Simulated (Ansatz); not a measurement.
Working through a convergence test of the plane-wave cutoff of Ge, space group Fmmm

With Ansatz 0.2.0, Python API.

The cells in order, each with its output:

In [1]:
```python
import ansatz as az
import matplotlib.pyplot as plt
```

In [2]:
```python
KMESH = (7, 7, 7)
```

In [3]:
```python
system = (
    az.Lattice.from_parameters(5.873459, 5.752351, 3.904742, alpha=72.05753, beta=68.7092, gamma=39.23326)
    .atom('Ge', [0.781867, 0.781867, 0.218133])
    .atom('Ge', [0.218133, 0.218133, 0.781867])
    .atom('Ge', [0.27351, 0.72649, 0.27351])
    .atom('Ge', [0.72649, 0.27351, 0.72649])
)
```

In [4]:
```python
system.resolved().sites[-1]
```
Out [4]:
```text
Site(symbol='Ge', position=(0.72649, 0.27351, 0.72649), moment=None, axis=None, held=None, saved=None)
```

In [5]:
```python
calc = (
    system.calculation()
    .occupations(az.OccupationsMethod.FERMI_DIRAC)
    .functional(az.Functional.R2SCAN)
    .kpoints(mesh=KMESH)
    .stress()
)
```

In [6]:
```python
rows = []
for value in [300, 400, 500, 600]:
    data = calc.basis(value).run(threads=1, backend='cpu').report
    rows.append((value, data['free_energy_ev'] / len(data['lattice']['sites']), data['n_iterations'], sum(data['stress_gpa'][i][i] for i in range(3)) / 3, data['n_pw']))
```
```text
DeckWarning: basis.ecutwfc = 300 eV is below the records' recommended 500 eV, and the density's cutoff is lower with it unless basis.ecutrho_ratio is high enough to keep the records' density cutoff: compare with a run at a higher cutoff
DeckWarning: basis.ecutwfc = 400 eV is below the records' recommended 500 eV, and the density's cutoff is lower with it unless basis.ecutrho_ratio is high enough to keep the records' density cutoff: compare with a run at a higher cutoff
```

In [7]:
```python
print(' cutoff (eV)   F/atom (eV)    iterations       P (GPa)   plane waves')
for row in rows:
    print(f'{str(row[0]):>12s}  {row[1]:12.5f}  {row[2]:12d}  {row[3]:12.3f}  {row[4]:12d}')
```
```text
 cutoff (eV)   F/atom (eV)    iterations       P (GPa)   plane waves
         300   -4302.41122             8        -2.258           917
         400   -4302.54032             7        -2.384          1425
         500   -4302.54265             7        -2.390          1973
         600   -4302.54363             7        -2.391          2613
```

In [8]:
```python
for row in rows[:-1]:
    shift = 1000 * (row[1] - rows[-1][1])
    print(f'{row[0]}: {shift:+.2f} meV/atom' + ('  (within 1 meV)' if abs(shift) < 1 else ''))
plt.figure(figsize=(4.5, 3))
plt.plot([str(row[0]) for row in rows], [1000 * (row[1] - rows[-1][1]) for row in rows], 'o-')
plt.xlabel('cutoff (eV)')
plt.ylabel('F - F(last) (meV/atom)')
plt.tight_layout()
plt.savefig('ecut.png', dpi=100)
```
```text
300: +132.40 meV/atom
400: +3.31 meV/atom
500: +0.98 meV/atom  (within 1 meV)
```

From 500 eV on it stays within 1 meV an atom of the value at 600 eV; the first row (300 eV) is off by 132.4 meV and the last but one by 0.98 meV. The energy falls steadily, as expected when plane waves are added. The pressure moves from -2.26 to -2.39 GPa (the program's stress holds a Pulay correction, so it settles early). The last run costs about 2.0 times the first.

What to keep in mind:
- The mesh is modest for a metal, so energies can be off by several to tens of meV an atom and pressures by half a GPa or more; differences at equal mesh fare better.
- Pressure is positive in compression.
- This isn't the structure that Ge takes at ambient conditions.
- Warnings are shown shortened and without file and line.
- Shifts are counted from the last row, which is itself no proven limit.
- Finished in 60 s on 1 thread of Arm Neoverse V2, on a shared host, peak memory 0.91 GiB.
